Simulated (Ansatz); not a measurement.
**CH3NO2Si: one species, many methods**

Aim: compute CH3NO2Si with functionals from several rungs and with coupled cluster. The yardstick is the atomisation energy at the CCSD(T) limit.

The runs use Ansatz 0.2.0, Gaussian basis; functionals in def2-TZVPP, the program's frozen cores in correlated methods.

The runs, in order: LDA (SPW92), PBE-D4, revPBE-D4, BLYP-D4, r2SCAN-D4, B97M-V, PBE0-D4, B3LYP-D4, r2SCANh-D4, r2SCAN0-D4, HSE06-D4, BHLYP-D4, CAM-B3LYP-D4, LC-ωPBE, ωB97X-V, ωB97M-V, B2PLYP, PBE-QIDH; CCSD(T)/def2-SVP; CCSD(T)/def2-TZVPP; MP2/def2-QZVPP; extrapolation to the limit; RPA on PBE.

### Step 1. Structure used throughout

An earlier PBE0-D4 in a triple-zeta def2 set relaxation fixed the geometry.

SMILES `OC1=N[SiH]1O`, 8 atoms, charge 0, spin multiplicity 1.

Atoms are counted from 1 here; the program's logs count them from 0.

Bond lengths: O1–C2 1.320 Å, O1–H6 0.973 Å, C2–N3 1.293 Å, C2–Si4 1.764 Å, N3–Si4 1.750 Å, Si4–O5 1.627 Å, Si4–H7 1.469 Å, O5–H8 0.960 Å. Angles: C2–O1–H6 107.2°, O1–C2–N3 128.7°, O1–C2–Si4 163.4°, N3–C2–Si4 67.8°, C2–N3–Si4 69.0°, C2–Si4–N3 43.2°, C2–Si4–O5 126.2°, C2–Si4–H7 124.9°, N3–Si4–O5 122.7°, N3–Si4–H7 122.4°, O5–Si4–H7 105.6°, Si4–O5–H8 118.1°.

As a file:

```mol
CH3NO2Si
  3D, bonds by distance, orders not assigned

  8  8  0  0  0  0  0  0  0  0999 V2000
   -0.7782    0.9505    1.7932 O   0  0
   -0.2436    0.2107    0.8395 C   0  0
    0.9852   -0.1684    0.7035 N   0  0
    0.0033   -0.7306   -0.6319 Si  0  0
    0.1471   -0.1355   -2.1391 O   0  0
   -0.0661    1.1762    2.4162 H   0  0
   -0.3639   -2.1427   -0.7985 H   0  0
    0.4081    0.7825   -2.2387 H   0  0
  1  2  8  0
  2  3  8  0
  3  4  8  0
  4  5  8  0
  1  6  8  0
  4  7  8  0
  5  8  8  0
  2  4  8  0
M  END
```

### Step 2. LDA

This LDA is Slater exchange with PW92 correlation.

in.yaml

```yaml
crystal:
  periodic: [false, false, false]
  atoms:
    - {symbol: O, position_ang: [-0.778193, 0.950511, 1.793152]}
    - {symbol: C, position_ang: [-0.243598, 0.210717, 0.839529]}
    - {symbol: N, position_ang: [0.985221, -0.168406, 0.703476]}
    - {symbol: Si, position_ang: [0.003338, -0.730585, -0.631916]}
    - {symbol: O, position_ang: [0.147142, -0.135483, -2.139065]}
    - {symbol: H, position_ang: [-0.066098, 1.176209, 2.416189]}
    - {symbol: H, position_ang: [-0.363861, -2.142655, -0.798523]}
    - {symbol: H, position_ang: [0.408149, 0.782492, -2.238742]}
basis:
  gaussian: {orbitals: def2-TZVPP}
hamiltonian: {xc: lda}
output: {orbitals: {seedname: orbitals}}
```

Launch:

```console
$ ansatz run in.yaml --threads 2 --pin off --events-out ev --progress --plain --max-ram 4352MiB
```

The runs that follow: PBE-D4 (GGA); revPBE-D4 (GGA); BLYP-D4 (GGA); r2SCAN-D4 (meta-GGA); B97M-V (meta-GGA); PBE0-D4 (hybrid); B3LYP-D4 (hybrid); r2SCANh-D4 (hybrid); r2SCAN0-D4 (hybrid); HSE06-D4 (hybrid); BHLYP-D4 (hybrid); CAM-B3LYP-D4 (range-separated); LC-ωPBE (range-separated); ωB97X-V (range-separated); ωB97M-V (range-separated); B2PLYP (double hybrid); PBE-QIDH (double hybrid); CCSD(T) in def2-SVP; CCSD(T) in def2-TZVPP; MP2 in def2-QZVPP; RPA on PBE orbitals.

Q: Predict the results of all the runs planned. Wanted: atomisation energy, CCSD(T)/CBS; farthest beyond LDA; mean size of error, GGA; mean size of error, meta-GGA; mean size of error, hybrid; mean size of error, range-separated; mean size of error, double hybrid; gap, smallest and largest; T1 diagnostic.

As calculated:

| quantity | value |
| --- | --- |
| atomisation energy, CCSD(T)/CBS | 3178.0 kJ/mol |
| functionals within 15.9 kJ/mol (0.5 %) | revPBE-D4, r2SCAN-D4, B97M-V, PBE0-D4, B3LYP-D4, HSE06-D4, CAM-B3LYP-D4, LC-ωPBE, ωB97X-V |
| farthest beyond LDA | BHLYP-D4 (-180.2 kJ/mol) |
| mean size of error, GGA | 51.2 kJ/mol |
| mean size of error, meta-GGA | 5.3 kJ/mol |
| mean size of error, hybrid | 54.9 kJ/mol |
| mean size of error, range-separated | 11.2 kJ/mol |
| mean size of error, double hybrid | 40.8 kJ/mol |
| gap, smallest and largest | 4.42 eV (LDA (SPW92)), 11.92 eV (LC-ωPBE) |
| T1 diagnostic | 0.0145 |
| triples share of the correlation energy | 4.2 % |

In words: LDA overbinds by 596.2 kJ/mol (19 %). PBE-D4 is off by +119.1 kJ/mol. Double hybrids carry the basis error of their MP2 part in triple zeta, and no dispersion term here, so their miss is partly the set-up's. The rungs meta-GGA, range-separated miss on average by less than the doubt on the reference (15.9 kJ/mol), so they tie. The reference freezes the cores and leaves out relativity and excitations past (T), so misses under about 15.9 kJ/mol can't be ranked. Hartree-Fock recovers 64 % of the binding; the rest is correlation. CCSD(T) in def2-SVP is off by -279.2 kJ/mol, so the small basis spoils what the method gains. Orbital gaps span 4.4 to 11.9 eV; exact exchange widens them.
